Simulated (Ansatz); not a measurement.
# AlAs− (sextet): the correlation ladder, aug-cc-pVDZ

One table from this session's results is given with a row withheld; the runs are named, their logs left out.

Method: aug-cc-pVDZ, core rule «outside noble gas», up to 19 orbitals frozen; program: Ansatz 0.2.0, Gaussian basis.

To be run: UHF; CCSD(T) on ROHF; CCSD(T) on UHF; BCCD(T) on ROHF; CISD; CCSDT(Q) on ROHF; CCSDT(Q) on UHF.

39 further runs of the same task are left out: 7 for a known fault of the program, 23 that didn't finish, 9 set aside as unsound or not needed.

## The geometry

The geometry is a PBE0/def2-TZVPD stationary point (not a proven minimum) of the parent state, kept for this charge and spin. No spin-orbit coupling is included. The filled d shell of As may be among the frozen orbitals whatever the setting's name suggests; the logs give the count.

2 atoms, charge -1, spin multiplicity 6.

Atoms are counted from 1 here; the program's logs count them from 0.

Bond lengths: Al1–As2 2.421 Å.

Set-up of the first run:

File in.yaml:

```yaml
crystal:
  periodic: [false, false, false]
  atoms:
    - {symbol: Al, position_ang: [0.000000, 0.000000, 0.000000]}
    - {symbol: As, position_ang: [0.000000, 0.000000, 2.421000]}
basis:
  gaussian: {orbitals: aug-cc-pVDZ}
total_charge: -1
magnetization: {spin_polarized: true, initial_magnetization: 5}
hamiltonian: {xc: hf}
output: {orbitals: {seedname: orbitals}}
```

Launch:

```sh
ansatz run in.yaml --threads 1 --pin off --events-out ev --progress --plain --max-ram 2393MiB
```

Steps of the session up to this table: UHF; CCSD(T) on ROHF; CCSD(T) on UHF; BCCD(T) on ROHF; CISD; CCSDT(Q) on ROHF; CCSDT(Q) on UHF.

One of the session's tables, all rows but one given; the rest of the session is left out.

| method | from UCCSDT(Q) (kJ/mol) |
| --- | --- |
| ROHF | +366.5 |
| UHF | ? |
| RMP2 | +85.6 |
| UMP2 | +87.1 |
| CISD | +34.1 |
| RCCSD | +18.9 |
| UCCSD | +17.7 |
| RCCSD(T) | +5.4 |
| UCCSD(T) | +4.4 |
| BCCD(T) | +5.3 |
| RCCSDT | +1.9 |
| UCCSDT | +1.0 |
| RCCSDT(Q) | +1.0 |
| UCCSDT(Q) | 0 |

Q: Estimate the row for UHF from the others.

The run gave: from UCCSDT(Q) (kJ/mol): +354.2. In the column «from UCCSDT(Q) (kJ/mol)» it lies between UMP2 (+87.1) and ROHF (+366.5).

To keep in mind: Restricted and unrestricted rows rest on different reference determinants; where their highest levels disagree by more than a few hundredths of an eV, they describe different states and don't form one ladder.
